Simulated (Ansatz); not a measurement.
Input of an Ansatz 0.2.0 run:

File input.yaml:

```yaml
crystal:
  lattice:
    - [-2.13936, 2.13936, 5.282488]
    - [2.13936, -2.13936, 5.282488]
    - [2.13936, 2.13936, -5.282488]
  atoms:
    - { symbol: Te, position: [0.0, 0.0, 0.0] }
    - { symbol: Mg, position: [0.25, 0.75, 0.5] }
    - { symbol: Mg, position: [0.75, 0.25, 0.5] }
    - { symbol: Mg, position: [0.5, 0.5, 0.0] }
kpoints:
  mp_grid: { grid: [7, 7, 7] }
  band_path:
    path:
      - [0.0, 0.0, 0.0]
      - [-0.5, 0.5, 0.0]
      - [-0.5, 0.5, -0.0820088476]
      - [-0.2910044238, 0.2910044238, -0.2910044238]
      - [0.0, 0.0, 0.0]
      - [0.5, 0.5, -0.5]
      - [0.2910044238, 0.7089955762, -0.7089955762]
      - [0.0, 0.5, -0.5]
    npoints: 6
scf:
  occupations: { method: fermi_dirac, width: 0.05 }
hamiltonian:
  xc: pbesol
  pseudopotentials: { kind: all_electron, lapw: { basis_error: 0.002 } }
magnetization:
  noncollinear: true
  spin_orbit: true
output:
  forces: true
  stress: true
  eigenvalues: true
```

Potentials or basis: all-electron LAPW, relativistic spinors.

The run is started by

```bash
$ ansatz run input.yaml --threads 2 --pin off --max-ram 8192MiB --backend cpu --events-out ev --progress --plain --runs-dir out
```

(1) Predict the band gap along the path.

(2) Estimate the pressure.

## Answers

(1) none (metal or under the smearing width).

(2) -1.0 GPa.
